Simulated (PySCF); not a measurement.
# C₂H₇NSi: electronic excitations

Wanted: the electronic excitations of C₂H₇NSi (`C=C[SiH2]N`), by calculation.

Computed with PySCF 2.14.0, with density-fitted response routines of our own, on a single molecule in the gas phase. Atoms are numbered from 0 throughout.

## Step 1: The molecule as given

11 atoms, charge 0, multiplicity 1; geometry from: GFN2-xTB.

Bonds of the start (Å): C0–C1 1.32, C1–Si2 1.88, Si2–N3 1.73, C0–H4 1.08, C0–H5 1.08, C1–H6 1.08, Si2–H7 1.47, Si2–H8 1.47, N3–H9 1.01, N3–H10 1.01.

## Step 2: TDDFT and polarisability: CAM-B3LYP/def2-SVPD

What the job is given:

```
{"job": {"kind": "uv", "xc": "CAM-B3LYP", "basis": "def2-SVPD", "nstates": 8, "ntriplets": 3}, "charge": 0, "multiplicity": 1}
C     -2.046854     0.183752    -0.358542
C     -0.894251     0.330479     0.273105
Si     0.659023    -0.674380    -0.069688
N      1.961982     0.442598     0.111187
H     -2.923133     0.770956    -0.124296
H     -2.170704    -0.540046    -1.148626
H     -0.832763     1.073260     1.059975
H      0.897009    -1.695855     0.954174
H      0.540798    -1.313989    -1.391477
H      2.905197     0.092745     0.065582
H      1.909120     1.333150    -0.357437
```

Method: TDDFT CAM-B3LYP/def2-SVPD, vertical, gas phase, core orbitals frozen in the response.

On the command line:

```
$ OMP_NUM_THREADS=1 python probes_run.py task.json out
```

One launch serves the whole session: the jobs run in the order shown.

Log:

```text
coarse grid: 9200 points
cycle   1  E = -424.3147806235  dE =  2.203e-01  |g| = 4.196e-01  |ddm| = 4.398e+00
cycle   2  E = -424.3151500041  dE = -3.694e-04  |g| = 4.387e-01  |ddm| = 1.219e+00
cycle   3  E = -424.3575287363  dE = -4.238e-02  |g| = 4.309e-02  |ddm| = 5.615e-01
cycle   4  E = -424.3579204171  dE = -3.917e-04  |g| = 1.995e-02  |ddm| = 9.530e-02
cycle   5  E = -424.3580258072  dE = -1.054e-04  |g| = 3.163e-03  |ddm| = 3.445e-02
cycle   6  E = -424.3580282519  dE = -2.445e-06  |g| = 1.340e-03  |ddm| = 7.638e-03
final grid: 82944 points
cycle   7  E = -424.4165245953  dE = -1.452e-05  |g| = 3.514e-03  |ddm| = 4.243e-02
cycle   8  E = -424.4165240657  dE =  5.296e-07  |g| = 3.951e-03  |ddm| = 8.540e-03
cycle   9  E = -424.4165275311  dE = -3.465e-06  |g| = 2.720e-04  |ddm| = 4.392e-03
cycle  10  E = -424.4165275498  dE = -1.864e-08  |g| = 1.062e-04  |ddm| = 4.713e-04
cycle  11  E = -424.4165275531  dE = -3.326e-09  |g| = 2.454e-05  |ddm| = 2.070e-04
cycle  12  E = -424.4165275533  dE = -1.536e-10  |g| = 8.847e-06  |ddm| = 4.706e-05
converged SCF energy = -424.4165275533

Static polarisability (au): isotropic 59.736, principal 49.052 55.620 74.537

Singlet excitations
state   eV       nm        f      main configurations
  1   6.2383    198.7   0.01625   H->L 0.82, H->L+1 0.10
  2   6.7163    184.6   0.00447   H-2->L 0.68, H->L+1 0.18
  3   7.0685    175.4   0.08906   H->L+1 0.53, H->L 0.16, H-1->L 0.12
  4   7.2660    170.6   0.26612   H-1->L 0.72, H->L+2 0.08
  5   7.5054    165.2   0.09654   H->L+2 0.50, H->L+4 0.11, H->L+3 0.10
  6   7.7283    160.4   0.03027   H-1->L+2 0.76
  7   7.9812    155.3   0.03125   H->L+3 0.65, H->L+2 0.09
  8   8.0028    154.9   0.00872   H-1->L+1 0.60, H->L+5 0.13

Triplet excitations (Tamm-Dancoff, eV): 4.3368 5.8867 6.1715
```

It took 15 s on 1 thread of Intel Xeon Platinum 8259CL at 2.50GHz, shared host; peak memory 0.57 GiB.

The orbitals next to the gap, with their largest atomic shares:

| orbital | eV | atoms |
| --- | --- | --- |
| HOMO−3 | -11.32 | Si2 34 %, H7 23 %, H8 14 % |
| HOMO−2 | -10.17 | C1 32 %, Si2 20 %, C0 15 % |
| HOMO−1 | -9.32 | C1 37 %, C0 36 %, Si2 6 % |
| HOMO | -8.79 | N3 56 %, Si2 14 %, H8 10 % |
| LUMO | 0.67 | C0 29 %, C1 25 %, Si2 15 % |
| LUMO+1 | 1.43 | Si2 36 %, H9 11 %, C1 11 % |
| LUMO+2 | 1.63 | C0 30 %, Si2 17 %, C1 12 % |

With each of the 8 states as a Gaussian band of 0.4 eV half-width at 1/e, the curve within the window shown has maxima at 170 nm (ε 17,000) L/(mol cm). Beyond the last state computed it falls off for lack of states. The curve at chosen wavelengths:

(nm, ε (L/mol/cm)): (149, 1107), (152, 2235), (155, 3838), (157, 5266), (160, 8121), (163, 11656), (166, 14953), (169, 16705), (171, 16582), (174, 14544), (177, 11139), (180, 7558), (183, 4653), (185, 3254), (188, 1909), (191, 1231), (194, 937), (197, 808), (199, 747), (202, 648), (205, 528), (208, 400), (211, 280), (213, 212), (216, 132), (219, 77)

Ground-state properties from the same run:

| property | computed |
| --- | --- |
| dipole moment (D) | 0.97 |
| polarisability (Å³) | 8.85 |
| HOMO–LUMO gap (eV) | 9.46 |
| −ε(HOMO) (eV) | 8.79 |

## Step 3: Outcome

```
                                quantity                        value
    lowest singlet (CAM-B3LYP/def2-SVPD)  6.24 eV (199 nm), f = 0.016
brightest single state of those computed  state 4, 7.27 eV, f = 0.266
                          lowest triplet                      4.34 eV
```

What this shows: The first singlet state (HOMO→LUMO 0.82, HOMO→LUMO+1 0.10) lies at 6.24 eV and is weak; of the 8 states computed, the strongest absorption comes from state 4 at 7.27 eV. The lowest triplet lies 1.90 eV below the lowest singlet (triplets in Tamm-Dancoff, singlets in full TDDFT).
